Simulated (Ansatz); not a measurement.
# C2H5NOSi: up Jacob's ladder to CCSD(T)

One table from this session's results is given with a row withheld; the runs are named, their logs left out.

Program: Ansatz 0.2.0, Gaussian basis. Level of theory: functionals in def2-TZVPP, the program's frozen cores in correlated methods. These are calculated values, not measurements.

Plan: PBE-D4, r2SCAN-D4, PBE0-D4, B3LYP-D4, ωB97X-V, ωB97M-V, B2PLYP; CCSD(T)/def2-TZVPP; MP2/def2-QZVPP; extrapolation to the limit.

### Structure used throughout

All runs share one geometry, relaxed beforehand with PBE0-D4 in a triple-zeta def2 set.

SMILES `OC1=NC[SiH2]1`, 10 atoms, charge 0, spin multiplicity 1.

Atoms are counted from 1 here; the program's logs count them from 0.

Bond lengths: O1–C2 1.329 Å, O1–H6 0.970 Å, C2–N3 1.281 Å, C2–Si5 1.874 Å, N3–C4 1.490 Å, C4–Si5 1.893 Å, C4–H7 1.092 Å, C4–H8 1.092 Å, Si5–H9 1.488 Å, Si5–H10 1.488 Å. Angles: C2–O1–H6 107.3°, O1–C2–N3 124.2°, O1–C2–Si5 139.2°, N3–C2–Si5 96.6°, C2–N3–C4 103.6°, N3–C4–Si5 89.0°, N3–C4–H7 111.3°, N3–C4–H8 111.3°, Si5–C4–H7 117.7°, Si5–C4–H8 117.7°, H7–C4–H8 108.4°, C2–Si5–C4 70.8°, C2–Si5–H9 117.4°, C2–Si5–H10 117.4°, C4–Si5–H9 119.3°, C4–Si5–H10 119.3°, H9–Si5–H10 108.7°.

Set-up of the first run:

File in.yaml:

```yaml
crystal:
  periodic: [false, false, false]
  atoms:
    - {symbol: O, position_ang: [-1.022978, 0.436733, 2.022349]}
    - {symbol: C, position_ang: [-0.476750, 0.139227, 0.848393]}
    - {symbol: N, position_ang: [-0.947685, -0.730842, 0.034221]}
    - {symbol: C, position_ang: [0.005611, -0.692186, -1.110689]}
    - {symbol: Si, position_ang: [0.993465, 0.640698, -0.199774]}
    - {symbol: H, position_ang: [-1.812322, -0.118166, 2.122345]}
    - {symbol: H, position_ang: [0.482994, -1.662186, -1.263045]}
    - {symbol: H, position_ang: [-0.497247, -0.406873, -2.036835]}
    - {symbol: H, position_ang: [1.010044, 2.028364, -0.735545]}
    - {symbol: H, position_ang: [2.347870, 0.314031, 0.321581]}
basis:
  gaussian: {orbitals: def2-TZVPP}
hamiltonian: {xc: pbe, dispersion: d4}
output: {forces: true, orbitals: {seedname: orbitals}}
```

Started as:

```
$ ansatz run in.yaml --threads 4 --pin off --events-out ev --progress --plain --max-ram 10444MiB
```

Steps of the session up to this table: PBE-D4 (GGA); r2SCAN-D4 (meta-GGA); PBE0-D4 (hybrid); B3LYP-D4 (hybrid); ωB97X-V (range-separated); ωB97M-V (range-separated); B2PLYP (double hybrid); CCSD(T) in def2-TZVPP; MP2 in def2-QZVPP.

One table of the session follows, with a row left open; its other results are not shown here.

It belongs to the step «Atomisation energies». 

| method | atomisation energy (eV) |
| --- | --- |
| PBE-D4 | 40.911 |
| r2SCAN-D4 | 39.653 |
| PBE0-D4 | 39.798 |
| B3LYP-D4 | 39.589 |
| ωB97X-V | 39.826 |
| ωB97M-V | 39.784 |
| B2PLYP | 39.146 |
| HF/def2-TZVPP | 26.908 |
| MP2/def2-TZVPP | ? |
| CCSD/def2-TZVPP | 37.508 |
| CCSD(T)/def2-TZVPP | 38.312 |
| MP2/CBS | 40.444 |
| CCSD(T)/CBS | 39.539 |

**Question.** Estimate the row for MP2/def2-TZVPP.

As computed: atomisation energy (eV): 39.217. In the column «atomisation energy (eV)» it lies between B2PLYP (39.146) and CCSD(T)/CBS (39.539).

Limits of these values: Free atoms (1 O, 2 C, 1 N, 1 Si, 5 H) were run apart at each level; the atomisation energy is their sum less the molecule, without zero-point or spin-orbit terms.
